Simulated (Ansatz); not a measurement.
# ZnO: the cost of one run

Method: DFT r2SCAN, scalar-relativistic, plane waves, PAW, in Ansatz 0.2.0.

## (1) The system as given

The structure is hexagonal, space group P6_3mc (No. 186). Conventional cell: a = 3.249 Å, b = 3.249 Å, c = 5.204 Å, α = 90.00°, β = 90.00°, γ = 120.00°. Zn (site symmetry 3m) is surrounded by 4 O at 1.97 to 1.99 Å. Around O (site symmetry 3m) lie 4 Zn at 1.97 to 1.99 Å.

Coordinates:

```
CELL_PARAMETERS angstrom
3.24940 0.00000 0.00000
-1.62470 2.81406 0.00000
0.00000 0.00000 5.20380
ATOMIC_POSITIONS crystal
Zn 0.33333 0.66667 0.00000
Zn 0.66667 0.33333 0.50000
O 0.33333 0.66667 0.38210
O 0.66667 0.33333 0.88210
```

Source of the structure: the Crystallography Open Database.

## (2) Probe: one point at the start

The input, input.yaml:

```yaml
crystal:
  lattice:
    - [3.2493987239, 0.0, 0.0]
    - [-1.6246993619, 2.8140618419, 0.0]
    - [0.0, 0.0, 5.2038]
  atoms:
    - { symbol: Zn, position: [0.3333333333, 0.6666666667, 0.0] }
    - { symbol: Zn, position: [0.6666666667, 0.3333333333, 0.5] }
    - { symbol: O, position: [0.3333333333, 0.6666666667, 0.3821] }
    - { symbol: O, position: [0.6666666667, 0.3333333333, 0.8821] }
basis:
  ecutwfc: 500
kpoints:
  mp_grid: { grid: [6, 6, 4] }
hamiltonian:
  xc: r2scan
scf:
  occupations: { method: gaussian, width: 0.1 }
output:
  forces: true
  stress: true
  eigenvalues: true
```

Started as:

```
> ansatz run input.yaml --threads 2 --pin off --max-ram 5120MiB --backend cpu --events-out ev --progress --plain --runs-dir out
```

**Question.** How long does this run take on 2 threads of Arm Neoverse V1, shared host, and how much memory does it need?

About 3.6 s, with a peak of 0.41 GiB.
